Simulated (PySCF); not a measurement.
# GdH3O3 (Gd(OH)3): the cost of one run

The runs use PySCF 2.14.0; several levels, as the steps say, no spin–orbit coupling.

1 further run of the same task is left out (for a known fault of the program).

**1. Where the work starts**

7 atoms, charge 0, spin multiplicity 1.

Bond lengths: Gd1–O2 2.071 Å, Gd1–O4 2.071 Å, Gd1–O6 2.071 Å, O2–H3 0.956 Å, O4–H5 0.956 Å, O6–H7 0.956 Å. Angles: O2–Gd1–O4 119.9°, O2–Gd1–O6 119.9°, O4–Gd1–O6 119.9°, Gd1–O2–H3 178.3°, Gd1–O4–H5 178.3°, Gd1–O6–H7 178.3°.

Coordinates:

```
atom    x (Å)    y (Å)   z (Å)
 Gd1   0.0000   0.0000  0.0520
  O2   2.0698   0.0000  0.1289
  H3   3.0235   0.0000  0.1919
  O4  -1.0349   1.7925  0.1289
  H5  -1.5118   2.6185  0.1919
  O6  -1.0349  -1.7925  0.1289
  H7  -1.5118  -2.6185  0.1919
```

Formal oxidation states: Gd +3. Each metal's 7 4f electrons lie in its core potential, so multiplicities, spins and levels count the valence alone. An earlier session relaxed this geometry at PBE0, Gd lcecp-1-SVP with ECP53, O def2-SVP, H def2-SVP (singlet, point group C3v).

At PBE0 on the finer grid: E = -263.136640 Eh, HOMO -7.59 eV, LUMO -1.30 eV, Mulliken charge on Gd1 +1.10 e, largest force component 0.005 eV/Å. 

Levels to run: TPSS; PBE; PBE0, TZVP. Hardware: 2 threads of Arm Neoverse V2, shared host.

**2. TPSS**

run.py (the lines that set the calculation) reads:

```python
mol = gto.M(atom='''
Gd     0.00000     0.00000     0.05203
O      2.06980     0.00000     0.12889
H      3.02354     0.00000     0.19194
O     -1.03490     1.79250     0.12889
H     -1.51177     2.61846     0.19194
O     -1.03490    -1.79250     0.12889
H     -1.51177    -2.61846     0.19194''',
    basis={'Gd': 'lcecp-1-SVP', 'O': 'def2-SVP', 'H': 'def2-SVP'},
    ecp={'Gd': 'lcecp-1-SVP'},
    charge=0, spin=0)
mf = dft.RKS(mol, xc='TPSS')
mf.grids.atom_grid = (75, 302)  # f atoms: unpruned, at least (60, 302)
mf = mf.density_fit()  # fitting sets: Gd AutoAux, O def2-universal-JKFIT, H def2-universal-JKFIT
mf.conv_tol = 1e-08; mf.max_cycle = 55
mf.kernel(dm0)  # dm0: the density of the relaxed state
```

Started as:

```sh
> OMP_NUM_THREADS=2 python run.py
```

**Question.** How long does this run take on 2 threads of Arm Neoverse V2, shared host?

About 5.8 s.
